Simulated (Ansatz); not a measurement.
# CH₃BClN: taking an electron away

An exercise on one series of results from a longer session: the logs are not shown, and one member is left open.

Method: unrestricted cation, the program's frozen cores in correlated methods; program: Ansatz 0.2.0, Gaussian basis.

Plan: UKS PBE-D4/def2-TZVPP; UKS r2SCAN-D4/def2-TZVPP; UKS PBE0-D4/def2-TZVPP; UKS B3LYP-D4/def2-TZVPP; UKS wB97X-V/def2-TZVPP; UKS wB97M-V/def2-TZVPP; UKS B2PLYP/def2-TZVPP; UHF-CCSD(T)/def2-TZVPP; UHF-MP2/def2-QZVPP; extrapolation to the limit; then −ε(HOMO) from the neutral's earlier runs with LDA (SPW92), PBE-D4, revPBE-D4, BLYP-D4, r2SCAN-D4, B97M-V, PBE0-D4, B3LYP-D4, r2SCANh-D4, r2SCAN0-D4, HSE06-D4, BHLYP-D4, CAM-B3LYP-D4, LC-ωPBE, ωB97X-V, ωB97M-V.

## The geometry

The geometry comes from an earlier relaxation with PBE0-D4 in a triple-zeta def2 set; it is a stationary point, not always the lowest conformer.

7 atoms, charge 0, spin multiplicity 1.

Atoms are counted from 1 here; the program's logs count them from 0.

Bond lengths: B1–C2 1.557 Å, B1–Cl4 1.854 Å, B1–H5 1.208 Å, B1–H6 1.208 Å, C2–N3 1.151 Å, N3–H7 0.997 Å. Angles: C2–B1–Cl4 105.4°, C2–B1–H5 105.5°, C2–B1–H6 105.5°, Cl4–B1–H5 113.5°, Cl4–B1–H6 113.5°, H5–B1–H6 112.3°, B1–C2–N3 179.9°, C2–N3–H7 178.0°.

The first run:

The input, in.yaml:

```yaml
crystal:
  periodic: [false, false, false]
  atoms:
    - {symbol: B, position_ang: [-0.487265, 0.684043, -0.489747]}
    - {symbol: C, position_ang: [0.239858, -0.365757, 0.401747]}
    - {symbol: N, position_ang: [0.778219, -1.142934, 1.058606]}
    - {symbol: Cl, position_ang: [0.069768, 0.331092, -2.222142]}
    - {symbol: H, position_ang: [-1.667091, 0.494394, -0.314373]}
    - {symbol: H, position_ang: [-0.129460, 1.761541, -0.077982]}
    - {symbol: H, position_ang: [1.257271, -1.830479, 1.598090]}
basis:
  gaussian: {orbitals: def2-TZVPP}
total_charge: 1
magnetization: {spin_polarized: true, initial_magnetization: 1}
hamiltonian: {xc: pbe, dispersion: d4}
```

Steps of the session up to this table: Cation, UKS PBE-D4/def2-TZVPP; Cation, UKS r2SCAN-D4/def2-TZVPP; Cation, UKS PBE0-D4/def2-TZVPP; Cation, UKS B3LYP-D4/def2-TZVPP; Cation, UKS wB97X-V/def2-TZVPP; Cation, UKS wB97M-V/def2-TZVPP; Cation, UKS B2PLYP (frozen core)/def2-TZVPP; Cation, UHF-CCSD(T)/def2-TZVPP; Cation, UHF-MP2/def2-QZVPP.

One of the session's tables, all rows but one given; the rest of the session is left out.

It belongs to the step «Ionisation energies side by side». For comparison, −ε(HOMO) of the neutral from earlier runs:

```
  functional  −ε(HOMO) (eV)
 LDA (SPW92)           6.22
      PBE-D4           6.11
   revPBE-D4           6.06
     BLYP-D4           5.97
   r2SCAN-D4           6.42
      B97M-V           6.50
     PBE0-D4              ?
    B3LYP-D4           7.18
  r2SCANh-D4           6.90
  r2SCAN0-D4           7.63
    HSE06-D4           7.02
    BHLYP-D4           8.64
CAM-B3LYP-D4           8.77
     LC-ωPBE          10.14
     ωB97X-V           9.79
     ωB97M-V           9.64
```

Estimate the missing values for PBE0-D4.

As computed: −ε(HOMO) (eV): 7.42. In the column «−ε(HOMO) (eV)» it lies between B3LYP-D4 (7.18) and r2SCAN0-D4 (7.63).

Caveats from the session: The cation may have settled in a state other than its lowest; no search over hole states beyond the program's own was made.
